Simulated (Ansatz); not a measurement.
# C3H11AlOSi: the cost of one run

Program: Ansatz 0.2.0, Gaussian basis. Level of theory: the settings change from run to run. These are calculated values, not measurements.

1 further run of the same task is left out (it didn't finish). Runs told in other sessions of the task aren't counted.

## Step 1: The geometry

The geometry comes from an earlier relaxation with PBE0-D4 in a triple-zeta def2 set; it is a stationary point, not always the lowest conformer.

SMILES `C[Si](C)(C)[O][AlH2]`, 17 atoms, charge 0, spin multiplicity 1.

Atoms are counted from 1 here; the program's logs count them from 0.

Bond lengths: C1–Si2 1.868 Å, C1–H7 1.094 Å, C1–H8 1.093 Å, C1–H9 1.093 Å, Si2–C3 1.868 Å, Si2–C4 1.868 Å, Si2–O5 1.637 Å, C3–H10 1.093 Å, C3–H11 1.094 Å, C3–H12 1.093 Å, C4–H13 1.093 Å, C4–H14 1.094 Å, C4–H15 1.093 Å, O5–Al6 1.675 Å, Al6–H16 1.582 Å, Al6–H17 1.582 Å. Angles: Si2–C1–H7 111.2°, Si2–C1–H8 111.1°, Si2–C1–H9 111.0°, H7–C1–H8 107.7°, H7–C1–H9 107.9°, H8–C1–H9 107.9°, C1–Si2–C3 110.2°, C1–Si2–C4 110.1°, C1–Si2–O5 109.0°, C3–Si2–C4 110.2°, C3–Si2–O5 108.5°, C4–Si2–O5 108.9°, Si2–C3–H10 111.0°, Si2–C3–H11 111.1°, Si2–C3–H12 111.0°, H10–C3–H11 107.8°, H10–C3–H12 108.0°, H11–C3–H12 107.8° and more.

## Step 2: CAM-B3LYP/pcseg-2

Options: multiplicity 3, restricted open-shell orbitals, atoms shaken by 0.15 Å.

Contents of in.yaml:

```yaml
crystal:
  periodic: [false, false, false]
  atoms:
    - {symbol: C, position_ang: [-0.204599, -1.654110, 0.976039]}
    - {symbol: Si, position_ang: [0.341639, -0.203128, -0.237064]}
    - {symbol: C, position_ang: [2.006922, 0.231530, -0.434731]}
    - {symbol: C, position_ang: [-1.077701, -0.381337, -1.810813]}
    - {symbol: O, position_ang: [-0.644265, 1.074228, 0.536954]}
    - {symbol: Al, position_ang: [-1.265341, 2.448069, 1.467994]}
    - {symbol: H, position_ang: [0.709202, -2.458349, 0.537600]}
    - {symbol: H, position_ang: [-1.168109, -1.896437, 1.034728]}
    - {symbol: H, position_ang: [0.378830, -1.323697, 2.102577]}
    - {symbol: H, position_ang: [1.916869, 1.152254, -1.134510]}
    - {symbol: H, position_ang: [2.267690, -0.562153, -0.846929]}
    - {symbol: H, position_ang: [2.636807, 0.611706, 0.180194]}
    - {symbol: H, position_ang: [-0.811037, -0.186701, -2.352201]}
    - {symbol: H, position_ang: [-0.490592, -1.545228, -2.135690]}
    - {symbol: H, position_ang: [-1.850344, -0.988249, -1.486471]}
    - {symbol: H, position_ang: [-1.866201, 3.389451, 0.446385]}
    - {symbol: H, position_ang: [-0.943814, 2.786131, 2.650685]}
basis:
  gaussian: {orbitals: pcseg-2}
magnetization: {spin_polarized: false, initial_magnetization: 2}
hamiltonian: {xc: {name: CAM-B3LYP}}
```

The run is started by

```sh
ansatz run in.yaml --threads 4 --pin off --events-out ev --progress --plain --max-ram 11315MiB
```

What time and memory should one allow on 4 threads of Arm Neoverse V2, shared host?

About 58 s, with a peak of 2.1 GiB.
